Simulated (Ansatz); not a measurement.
**ScPt: response to strain**

ScPt is deformed so: zz strain of +2 %. What stress and forces result, by LAPW, PAW and all-electron datasets made for the crystal?

Method: DFT LDA, scalar-relativistic, in Ansatz 0.2.0.

## Step 1: The starting structure

It takes space group Pm-3m (No. 221, cubic). The conventional cell has a = 3.270 Å, b = 3.270 Å, c = 3.270 Å, α = 90.00°, β = 90.00°, γ = 90.00°. Around Sc (site symmetry m-3m) lie 8 Pt at 2.83 Å. Pt (site symmetry m-3m) has 8 Sc at 2.83 Å as nearest neighbours.

As a file:

```cif
data_structure
_symmetry_space_group_name_H-M 'P 1'
_symmetry_Int_Tables_number 1
_cell_length_a 3.2700
_cell_length_b 3.2700
_cell_length_c 3.2700
_cell_angle_alpha 90.000
_cell_angle_beta 90.000
_cell_angle_gamma 90.000
_cell_volume 34.97
loop_
_atom_site_label
_atom_site_type_symbol
_atom_site_fract_x
_atom_site_fract_y
_atom_site_fract_z
_atom_site_occupancy
Sc1 Sc 0.50000 0.50000 0.50000 1
Pt1 Pt 0.00000 0.00000 0.00000 1
```

Atoms are numbered in the order of the input: Sc1, Pt2.

## Step 2: The deformed structure

Space group Pm-3m before, P4/mmm after.

## Step 3: LAPW, all electrons

Contents of input.yaml:

```yaml
crystal:
  lattice:
    - [3.27, 0.0, 0.0]
    - [0.0, 3.27, 0.0]
    - [0.0, 0.0, 3.3354]
  atoms:
    - { symbol: Sc, position: [0.5, 0.5, 0.5] }
    - { symbol: Pt, position: [0.0, 0.0, 0.0] }
kpoints:
  mp_grid: { grid: [10, 10, 10] }
  band_path:
    path:
      - [0.0, 0.0, 0.0]
      - [0.0, 0.5, 0.0]
      - [0.5, 0.5, 0.0]
      - [0.0, 0.0, 0.0]
      - [0.0, 0.0, 0.5]
      - [0.0, 0.5, 0.5]
      - [0.5, 0.5, 0.5]
      - [0.0, 0.0, 0.5]
      - [0.0, 0.5, 0.0]
    npoints: 5
scf:
  occupations: { method: fermi_dirac, width: 0.05 }
hamiltonian:
  xc: lda
  pseudopotentials: { kind: all_electron, lapw: { basis_error: 0.00025 } }
output:
  forces: true
  stress: true
  eigenvalues: true
```

On the command line:

```bash
ansatz run input.yaml --threads 1 --pin off --max-ram 3072MiB --backend cpu --events-out ev --progress --plain --runs-dir out
```

## Step 4: Frozen-core PAW

Contents of input.yaml:

```yaml
crystal:
  lattice:
    - [3.27, 0.0, 0.0]
    - [0.0, 3.27, 0.0]
    - [0.0, 0.0, 3.3354]
  atoms:
    - { symbol: Sc, position: [0.5, 0.5, 0.5] }
    - { symbol: Pt, position: [0.0, 0.0, 0.0] }
kpoints:
  mp_grid: { grid: [10, 10, 10] }
scf:
  occupations: { method: fermi_dirac, width: 0.05 }
hamiltonian:
  xc: lda
  pseudopotentials: { kind: paw }
output:
  forces: true
  stress: true
  eigenvalues: true
  efg: { contact_densities: true }
```

## Step 5: Datasets made for this crystal

Changes to input.yaml since step 4:

```diff
@@ -14,3 +14,3 @@
   xc: lda
-  pseudopotentials: { kind: paw }
+  pseudopotentials: { kind: all_electron, datasets: crystal }
 output:
```

(Steps that only read results are left out.)

What does the calculation give? Wanted: pressure; largest shear or deviatoric stress.

The runs gave:

```
                                 quantity                                              value
                                 pressure  LAPW -8.05, PAW -8.07, crystal datasets -8.05 GPa
largest shear or deviatoric stress (LAPW)                                           0.01 GPa
```

**Reading.** The largest part of the stress beyond the pressure is 0.01 GPa in size, in the zz component; the atoms are carried along and not relaxed. No run of the undeformed cell stands beside it, so the pressure holds what the given cell had before the change. PAW: stress within 0.02 GPa of LAPW. Crystal datasets: stress within 0.01 GPa of LAPW. Spin-orbit coupling is left out, though the cell holds Pt; in elements this heavy it can shift bands and gaps by tenths of an eV.
